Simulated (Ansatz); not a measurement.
# CH2FGeO+: one structure at several levels

The task here is to estimate one member of a computed series from the others.

Computed with Ansatz 0.2.0, Gaussian basis. Level: single points in def2-TZVPP.

Cores are frozen in the correlated methods. Filled d shells of the heavier atoms are correlated.

### The starting structure

SMILES `O=[CH][GeH+][F]`, 6 atoms, charge 1, spin multiplicity 1.

Atoms are counted from 1 here; the program's logs count them from 0.

Bond lengths: O1–C2 1.279 Å, C2–Ge3 2.330 Å, C2–H5 1.116 Å, Ge3–F4 1.843 Å, Ge3–H6 1.583 Å. Angles: O1–C2–Ge3 108.6°, O1–C2–H5 141.1°, Ge3–C2–H5 110.3°, C2–Ge3–F4 94.1°, C2–Ge3–H6 165.5°, F4–Ge3–H6 100.3°.

Coordinates:

```tsv
atom	x (Å)	y (Å)	z (Å)
O1	-0.0753	-0.7332	-1.7709
C2	0.8315	-0.4500	-0.9140
Ge3	-0.1830	0.5147	0.9481
F4	-1.8945	0.2069	0.3387
H5	1.9317	-0.5440	-0.7504
H6	-0.4977	1.1721	2.3538
```

The first run:

Input file run/in.yaml:

```yaml
crystal:
  periodic: [false, false, false]
  atoms:
    - {symbol: O, position_ang: [-0.075300, -0.733200, -1.770900]}
    - {symbol: C, position_ang: [0.831500, -0.450000, -0.914000]}
    - {symbol: Ge, position_ang: [-0.183000, 0.514700, 0.948100]}
    - {symbol: F, position_ang: [-1.894500, 0.206900, 0.338700]}
    - {symbol: H, position_ang: [1.931700, -0.544000, -0.750400]}
    - {symbol: H, position_ang: [-0.497700, 1.172100, 2.353800]}
basis:
  gaussian: {orbitals: def2-TZVPP}
total_charge: 1
correlation: {method: ccsd_t}
output: {forces: true}
```

No record of the launch command was kept for these runs.

Among the steps run: CCSD(T)/def2-TZVPP; PBE0-D4/def2-TZVPP; wB97M-V/def2-TZVPP; r2SCAN-D4/def2-TZVPP; PBE-D4/def2-TZVPP; wB97X-V/def2-TZVPP; BLYP-D4/def2-TZVPP.

One table of the session follows, with a row left open; its other results are not shown here.

```
   method  RMS force component (eV/Å)  angle to CCSD(T) forces (°)
  CCSD(T)                       2.826                    reference
  PBE0-D4                       3.268                          4.2
  wB97M-V                       3.292                          4.4
r2SCAN-D4                           ?                            ?
   PBE-D4                       2.730                          6.0
  wB97X-V                       3.278                          3.6
  BLYP-D4                       2.631                          7.0
```

Estimate the missing values for r2SCAN-D4.

The run gave: RMS force component (eV/Å): 3.047; angle to CCSD(T) forces (°): 3.3. In the column «RMS force component (eV/Å)» it lies between CCSD(T) (2.826) and PBE0-D4 (3.268).
